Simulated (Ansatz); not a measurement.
# CH3Ge (doublet): wB97M-V, B2PLYP, RPA-PBE over a scan of the distance Ge1–C2, cc-pVTZ

One table from this session's results is given with a row withheld; the runs are named, their logs left out.

The runs use Ansatz 0.2.0, Gaussian basis; cc-pVTZ, all electrons in the functionals, frozen cores in the correlation of double hybrids and RPA.

To be run: wB97M-V, B2PLYP, RPA-PBE, at 1.571 Å; 1.750 Å; 1.891 Å; 2.473 Å; 3.186 Å; 4.673 Å.

### What is computed

The geometry derives from a PBE0/def2-TZVP stationary point (not a proven minimum). One bond is set to the value named and the two fragments are kept rigid. No spin-orbit coupling is included. The filled d shell of Ge may be among the frozen orbitals whatever the setting's name suggests.

5 atoms, charge 0, spin multiplicity 2.

Atoms are counted from 1 here; the program's logs count them from 0.

Bond lengths: Ge1–C2 1.750 Å, Ge1–H3 1.529 Å, Ge1–H4 1.522 Å, C2–H5 1.077 Å. Angles: C2–Ge1–H3 123.1°, C2–Ge1–H4 120.6°, H3–Ge1–H4 116.3°, Ge1–C2–H5 152.0°.

No dispersion term is added; wB97M-V holds VV10 nonlocal correlation.

The geometry shown and the zero of energy belong to the point 1.750 Å. The yardstick, UCCSDT(Q), and other wave-function levels (R restricted, U unrestricted, valence and pair active spaces) come from earlier runs.

Set-up of the first run:

The input, in.yaml:

```yaml
crystal:
  periodic: [false, false, false]
  atoms:
    - {symbol: Ge, position_ang: [0.000000, 0.007676, 0.225643]}
    - {symbol: C, position_ang: [0.000000, -0.083774, -1.342693]}
    - {symbol: H, position_ang: [0.000000, 1.334730, 0.984403]}
    - {symbol: H, position_ang: [0.000000, -1.254582, 1.075736]}
    - {symbol: H, position_ang: [0.000000, 0.364930, -2.322109]}
basis:
  gaussian: {orbitals: cc-pVTZ}
magnetization: {spin_polarized: true, initial_magnetization: 1}
hamiltonian: {xc: {name: wB97M-V}}
output: {orbitals: {seedname: orbitals}}
```

On the command line:

```sh
> ansatz run in.yaml --threads 2 --pin off --events-out ev --progress --plain --max-ram 24576MiB --backend cuda --devices 0, --max-vram 18GiB
```

Among the steps run: wB97M-V, 1.571 Å; wB97M-V, 1.750 Å; wB97M-V, 1.891 Å; wB97M-V, 2.473 Å; wB97M-V, 3.186 Å; wB97M-V, 4.673 Å; B2PLYP, 1.571 Å; B2PLYP, 1.750 Å; B2PLYP, 1.891 Å; B2PLYP, 2.473 Å; B2PLYP, 3.186 Å; B2PLYP, 4.673 Å; RPA-PBE, 1.571 Å; RPA-PBE, 1.750 Å; RPA-PBE, 1.891 Å; RPA-PBE, 2.473 Å; RPA-PBE, 3.186 Å; RPA-PBE, 4.673 Å.

One of the session's tables, all rows but one given; the rest of the session is left out.

It belongs to the step «Against the wave-function levels». 

| level | 1.571 Å | 1.891 Å | 3.186 Å | 4.673 Å |
| --- | --- | --- | --- | --- |
| UCCSDT(Q) | ? | ? | ? | ? |
| wB97M-V | 0.706 | 0.284 | 4.265 | 4.117 |
| B2PLYP | 0.755 | 0.286 | 4.339 | 4.214 |
| RPA-PBE | 0.955 | 0.137 | 4.061 | 3.862 |

Estimate the missing values for UCCSDT(Q).

The run gave: 1.571 Å: 0.935; 1.891 Å: 0.141; 3.186 Å: 4.343; 4.673 Å: 4.165. In the column «1.571 Å» it lies between B2PLYP (0.755) and RPA-PBE (0.955).
